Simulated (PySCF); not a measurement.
# A workflow on SiHClF2 (SMILES F[SiH](F)Cl)

We compute a transition-state search (B1B95-D3(0)/pcseg-0), then the energy, then the energy (MP2/ma-def2-TZVP), then the energy of SiHClF2. Input form: a Python script.

The calculation is run with PySCF 2.14.0.

2 further runs of the same task are left out: 2 for a faulty analytic Hessian.

### 1 The molecule

SiHClF2: 5 atoms, total charge 0, spin state singlet. SMILES: `F[SiH](F)Cl`. The run starts from this shape.

Bond lengths: F1–Si2 1.577 Å, Si2–F3 1.577 Å, Si2–Cl4 2.018 Å. Angles: F1–Si2–F3 107.6°, F1–Si2–Cl4 109.0°, F3–Si2–Cl4 109.0°. A long bond or contact: Si2–H5 1.758 Å.

### 2 A transition-state search at B1B95-D3(0)/pcseg-0 (density fitting with aug-cc-pvtz-jkfit) (run 1)

File input.xyz:

```xyz
5
ClF2HSi
F     -0.339600    -0.621400     1.420100
Si     0.095900    -0.000200     0.037800
F     -0.033500     1.566800     0.156500
Cl    -1.157500    -0.656000    -1.401500
H      0.583782    -0.895212    -1.394075
```

File run.py:

```python
from pyscf import gto, dft
from pyscf.geomopt.geometric_solver import kernel as optimise

mol = gto.M(
    atom='input.xyz',
    verbose=3,
    max_memory=1860,
    charge=0,
    basis='pcseg-0',
)

mf = dft.RKS(mol)
mf.xc = 'b1b95'
mf = mf.density_fit(auxbasis='aug-cc-pvtz-jkfit')
mf.disp = 'd3zero'
converged, mol_eq = optimise(mf, maxsteps=60, transition=True, hessian=True)
print('converged:', converged)
print(mol_eq.tostring())

mf.reset(mol_eq)
mol = mol_eq
mf.kernel()
e_final = mf.e_tot
print('E = %.10f Eh' % e_final)
```

Run with:

```
$ OMP_NUM_THREADS=1 python run.py
```

The program printed:

```text
converged SCF energy = -948.535107728559

WARN: MGGA Hessian is sensitive to dft grids. grids.level 3 may not be dense enough.

WARN: DFTD3 does not support analytical Hessian, using finite difference

WARN: Mole.unit (angstrom) is changed to Bohr

[... 70 lines left out ...]
Free energy contributions calculated at @ 300.00 K:
[... 87 lines left out ...]
converged SCF energy = -948.544307491645
[... 153 lines left out ...]
converged SCF energy = -948.575270621576
[... 154 lines left out ...]
converged SCF energy = -948.577842842788
[... 144 lines left out ...]
Converged! =D
[... 1 line left out ...]
converged: True
F          -0.29852333       -0.61507071        1.46900470
Si          0.33742209        0.02085609        0.09498081
F           0.00703154        1.62820261        0.15958258
Cl         -1.27272129       -0.87866112       -1.82182988
H           0.36665525       -0.79711909       -1.29867887
converged SCF energy = -948.577842166461
E = -948.5778421665 Eh
```

Run time: 5.6 min. Hardware: 1 thread of Intel Xeon at 2.50GHz (Skylake/Cascade Lake), shared host; peak memory 0.77 GiB.

The path in brief:

| step | energy from the first frame kept (eV) | largest force (eV/Å) |
| --- | --- | --- |
| 0 | 0.0000 | 7.5180 |
| 1 | -0.0336 | 7.2045 |
| 2 | -0.0779 | 6.7640 |
| 3 | -0.1432 | 6.1179 |
| 4 | -0.2503 | 5.1677 |
| 5 | -0.3976 | 4.1382 |
| 6 | -0.5654 | 3.2382 |
| 7 | -0.7502 | 2.4534 |
| 8 | -0.8931 | 1.8979 |
| 9 | -0.9904 | 1.5245 |
| 10 | -1.0534 | 1.2717 |
| 11 | -1.0929 | 1.0854 |
| 12 | -1.1234 | 0.8697 |
| 13 | -1.1695 | 0.4698 |
| 14 | -1.1608 | 0.3021 |
| 15 | -1.1653 | 0.3046 |
| 16 | -1.1638 | 0.2191 |
| 17 | -1.1632 | 0.1546 |
| 18 | -1.1629 | 0.1346 |
| 19 | -1.1627 | 0.0418 |
| 20 | -1.1628 | 0.0833 |
| 21 | -1.1628 | 0.0591 |
| 22 | -1.1628 | 0.0371 |
| 23 | -1.1629 | 0.0158 |
| 24 | -1.1629 | 0.0038 |

After the run. Bond lengths: F1–Si2 1.642 Å, Si2–F3 1.642 Å, Si2–H5 1.616 Å. Angles: F1–Si2–F3 105.6°, F1–Si2–H5 122.2°, F3–Si2–H5 122.2°. A long bond or contact: Si2–Cl4 2.660 Å.

### 3 A single-point energy at B1B95-D3(0)/pcseg-0 (density fitting with aug-cc-pvtz-jkfit) (run 4)

File geometry.xyz:

```xyz
5
ClF2HSi
F     -0.339600    -0.621400     1.420100
Si     0.095900    -0.000200     0.037800
F     -0.033500     1.566800     0.156500
Cl    -1.157500    -0.656000    -1.401500
H      1.484600    -0.363000    -0.254200
```

File input.py:

```python
from pyscf import gto, dft

mol = gto.M(
    atom='geometry.xyz',
    spin=0,
    verbose=4,
    basis='pcseg-0',
    charge=0,
    max_memory=1860,
)

mf = dft.RKS(mol, xc='b1b95')
mf = mf.density_fit(auxbasis='aug-cc-pvtz-jkfit')
mf.disp = 'd3zero'
mf.kernel()

etot = mf.e_tot
print('E = %.10f Eh' % etot)
```

Run with:

```
$ OMP_NUM_THREADS=1 python input.py
```

The program printed:

```text
PySCF version 2.14.0

[... 71 lines left out ...]
converged SCF energy = -948.660648279921
E = -948.6606482799 Eh
```

It took 8.7 s on 1 thread of Intel Xeon at 2.50GHz (Skylake/Cascade Lake), shared host; peak memory 0.27 GiB.

### 4 The energy at MP2/ma-def2-TZVP (sfX2C, density fitting) (run 5)

File geometry.xyz:

```xyz
5

F     -0.298523    -0.615071     1.469005
Si     0.337422     0.020856     0.094981
F      0.007032     1.628203     0.159583
Cl    -1.272721    -0.878661    -1.821830
H      0.366655    -0.797119    -1.298679
```

File calc.py:

```python
from pyscf import gto, mp
from pyscf import df

mol = gto.M(
    atom='geometry.xyz',
    basis='ma-def2-tzvp',
    max_memory=1860,
    spin=0,
    verbose=3,
)

mf = mol.RHF()
mf = mf.x2c()
mf = mf.density_fit(auxbasis=df.aug_etb(mol, beta=2.0))
mf.kernel()

pt = mp.MP2(mf, frozen=12).run()
e_tot = pt.e_tot
print('Final energy', e_tot)
```

Run with:

```
$ OMP_NUM_THREADS=1 python calc.py
```

The program printed:

```text
converged SCF energy = -949.999728237488
E(DFRMP2) = -950.824643133156  E_corr = -0.824914895667884
E(SCS-DFRMP2) = -950.804634313372  E_corr = -0.804906075883498
Final energy -950.8246431331563
```

Wall time 6.9 s (1 thread of Intel Xeon at 2.50GHz (Skylake/Cascade Lake), shared host); peak memory 0.3 GiB.

### 5 The energy at MP2/ma-def2-TZVP (sfX2C, density fitting) (run 6)

File start.xyz:

```xyz
5

F     -0.339600    -0.621400     1.420100
Si     0.095900    -0.000200     0.037800
F     -0.033500     1.566800     0.156500
Cl    -1.157500    -0.656000    -1.401500
H      1.484600    -0.363000    -0.254200
```

File calc.py:

```python
from pyscf import gto, mp
from pyscf import df

mol = gto.M(
    atom='start.xyz',
    basis='ma-def2-tzvp',
    verbose=3,
    charge=0,
    max_memory=1860,
    symmetry=True,
)

mf = mol.RHF()
mf = mf.x2c()
mf = mf.density_fit(auxbasis=df.aug_etb(mol, beta=2.0))
mf.kernel()

pt = mp.MP2(mf, frozen=12).run()
etot = pt.e_tot
print('E(%s) = %.9f' % ('MP2', etot))
```

Run with:

```
$ OMP_NUM_THREADS=1 python calc.py
```

The program printed:

```text
converged SCF energy = -950.164275929559
E(DFRMP2) = -950.960422561342  E_corr = -0.796146631783688
E(SCS-DFRMP2) = -950.942412989375  E_corr = -0.778137059816556
E(MP2) = -950.960422561
```

Wall time 6 s (1 thread of Intel Xeon at 2.50GHz (Skylake/Cascade Lake), shared host); peak memory 0.3 GiB.

### 6 Summary of results

```
                                                             quantity          value
                  run 1, B1B95-D3(0)/pcseg-0: total energy at the end  -948.57784 Eh
                            run 1, B1B95-D3(0)/pcseg-0: dipole moment         3.11 D
                              run 1, B1B95-D3(0)/pcseg-0: HOMO energy       -8.40 eV
                              run 1, B1B95-D3(0)/pcseg-0: LUMO energy       -3.06 eV
                            run 1, B1B95-D3(0)/pcseg-0: HOMO–LUMO gap        5.34 eV
                        run 1, B1B95-D3(0)/pcseg-0: dispersion energy   -4.20 kJ/mol
                             run 4, B1B95-D3(0)/pcseg-0: total energy  -948.66065 Eh
                            run 4, B1B95-D3(0)/pcseg-0: dipole moment         1.82 D
                              run 4, B1B95-D3(0)/pcseg-0: HOMO energy      -10.21 eV
                              run 4, B1B95-D3(0)/pcseg-0: LUMO energy        0.61 eV
                            run 4, B1B95-D3(0)/pcseg-0: HOMO–LUMO gap       10.81 eV
                        run 4, B1B95-D3(0)/pcseg-0: dispersion energy   -7.37 kJ/mol
                                run 5, MP2/ma-def2-TZVP: total energy  -950.82464 Eh
        run 5, MP2/ma-def2-TZVP: dipole moment (Hartree–Fock density)         3.46 D
         run 5, MP2/ma-def2-TZVP: HOMO energy (Hartree–Fock orbitals)      -10.61 eV
         run 5, MP2/ma-def2-TZVP: LUMO energy (Hartree–Fock orbitals)       -0.33 eV
       run 5, MP2/ma-def2-TZVP: HOMO–LUMO gap (Hartree–Fock orbitals)       10.28 eV
run 5, MP2/ma-def2-TZVP: correlation energy (12 core orbitals frozen)     -824.9 mEh
                                run 6, MP2/ma-def2-TZVP: total energy  -950.96042 Eh
        run 6, MP2/ma-def2-TZVP: dipole moment (Hartree–Fock density)         1.38 D
         run 6, MP2/ma-def2-TZVP: HOMO energy (Hartree–Fock orbitals)      -13.44 eV
         run 6, MP2/ma-def2-TZVP: LUMO energy (Hartree–Fock orbitals)        1.35 eV
       run 6, MP2/ma-def2-TZVP: HOMO–LUMO gap (Hartree–Fock orbitals)       14.79 eV
run 6, MP2/ma-def2-TZVP: correlation energy (12 core orbitals frozen)     -796.1 mEh
```

Mulliken charges (run 1, B1B95-D3(0)/pcseg-0) run from -0.46 on F1 to +1.12 on Si2; they depend strongly on the basis. Mulliken charges (run 6, MP2/ma-def2-TZVP) of the mean-field density run from -0.34 on F1 to +0.91 on Si2.
